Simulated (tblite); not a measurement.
# C2H11NO2Si3: the cost of one run

The runs use tblite 0.8.0 and PySCF 2.14.0, with density-fitted response routines of our own; the level of theory stands in each step. All values are computed, except where a source is named. Atoms are numbered from 0 throughout.

### 1 The starting structure

19 atoms, charge 0, multiplicity 1; geometry from: force field or distance geometry start.

Bonds of the start (Å): C0–N1 1.29, N1–Si2 1.73, Si2–Si3 2.37, Si3–O4 1.66, O4–C5 1.42, Si3–O6 1.66, O6–Si7 1.66, C0–H8 1.10, C0–H9 1.10, Si2–H10 1.50, Si2–H11 1.48, Si3–H12 1.49, C5–H13 1.10, C5–H14 1.10, C5–H15 1.10, Si7–H16 1.49, Si7–H17 1.49, Si7–H18 1.48.

### 2 Relaxing the molecule with GFN2-xTB

The job: settings as JSON, then the geometry in Å.

```
{"job": {"kind": "relax", "xc": "GFN2-xTB", "basis": "xTB"}, "charge": 0, "multiplicity": 1}
C      2.245000    -2.550200    -1.748200
N      1.771600    -1.749200    -0.853300
Si     1.084100    -0.264200    -1.426300
Si    -0.025900     0.952600     0.272100
O     -0.813800     2.270600    -0.347000
C     -1.502800     3.136400     0.535200
O     -1.113400    -0.005300     1.090400
Si    -1.160900    -1.514500     1.777400
H      2.223400    -2.357300    -2.835300
H      2.686200    -3.505000    -1.434400
H      0.119700    -0.636900    -2.510500
H      2.171300     0.530300    -2.034600
H      0.971000     1.443400     1.270000
H     -0.810100     3.570700     1.273600
H     -1.929600     3.966000    -0.044600
H     -2.323700     2.619200     1.054000
H     -2.395800    -1.631000     2.597600
H     -1.218400    -2.548800     0.702500
H      0.012300    -1.717300     2.653900
```

Run with:

```sh
> OMP_NUM_THREADS=1 python probes_run.py task.json out
```

The driver reads the jobs from task.json and runs them one after another.

**Question.** How long does this first job take on 1 thread of Arm Neoverse N1, shared host, and how much memory does it need?

About 2.4 s, with a peak of 0.18 GiB.
